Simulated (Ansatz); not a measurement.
# Ta4O: the cost of one run

Method: DFT PBEsol, scalar-relativistic, plane waves, PAW, in Ansatz 0.2.0.

## (1) Starting point

It takes space group P4/mmm (No. 123, tetragonal). The conventional cell has a = 3.257 Å, b = 3.257 Å, c = 7.409 Å, α = 90.00°, β = 90.00°, γ = 90.00°. Around Ta (site symmetry 4/mmm) lie 4 O at 2.30 Å. Ta (site symmetry 4mm) is surrounded by 1 O at 2.10 Å. Ta (site symmetry 4/mmm) is surrounded by 8 Ta at 2.81 Å. Around O (site symmetry 4/mmm) lie 6 Ta at 2.10 to 2.30 Å.

Coordinates:

```cif
data_structure
_symmetry_space_group_name_H-M 'P 1'
_symmetry_Int_Tables_number 1
_cell_length_a 3.2575
_cell_length_b 3.2575
_cell_length_c 7.4093
_cell_angle_alpha 90.000
_cell_angle_beta 90.000
_cell_angle_gamma 90.000
_cell_volume 78.62
loop_
_atom_site_label
_atom_site_type_symbol
_atom_site_fract_x
_atom_site_fract_y
_atom_site_fract_z
_atom_site_occupancy
Ta1 Ta 0.00000 0.00000 0.50000 1
Ta2 Ta 0.50000 0.50000 0.78316 1
Ta3 Ta 0.50000 0.50000 0.21684 1
Ta4 Ta 0.00000 0.00000 0.00000 1
O1 O 0.50000 0.50000 0.50000 1
```

The structure comes from the Materials Project (structure only).

(A quick probe on a coarse mesh, which set the mesh and smearing, is not shown.)

## (3) Rough relaxation on the coarse mesh

Input file input.yaml:

```yaml
crystal:
  lattice:
    - [3.257497, 0.0, 0.0]
    - [0.0, 3.257497, 0.0]
    - [0.0, 0.0, 7.409341]
  atoms:
    - { symbol: Ta, position: [0.0, 0.0, 0.5] }
    - { symbol: Ta, position: [0.5, 0.5, 0.783158] }
    - { symbol: Ta, position: [0.5, 0.5, 0.216842] }
    - { symbol: Ta, position: [0.0, 0.0, 0.0] }
    - { symbol: O, position: [0.5, 0.5, 0.5] }
basis:
  ecutwfc: 420
kpoints:
  mp_grid: { grid: [6, 6, 4] }
hamiltonian:
  xc: pbesol
scf:
  occupations: { method: gaussian, width: 0.1 }
output:
  forces: true
  stress: true
  eigenvalues: true
relax:
  adjacent_minimum: "off"
  f_tol: 0.05
  max_steps: 80
  cell: { stress_tol: 0.5 }
```

Launch:

```sh
ansatz run input.yaml --threads 1 --pin off --max-ram 2560MiB --backend cpu --events-out ev --progress --plain --runs-dir out
```

**Question.** How long does this run take on 1 thread of Intel Xeon 6975P-C (Granite Rapids), shared host, and how much memory does it need?

About 14 s, with a peak of 0.44 GiB.
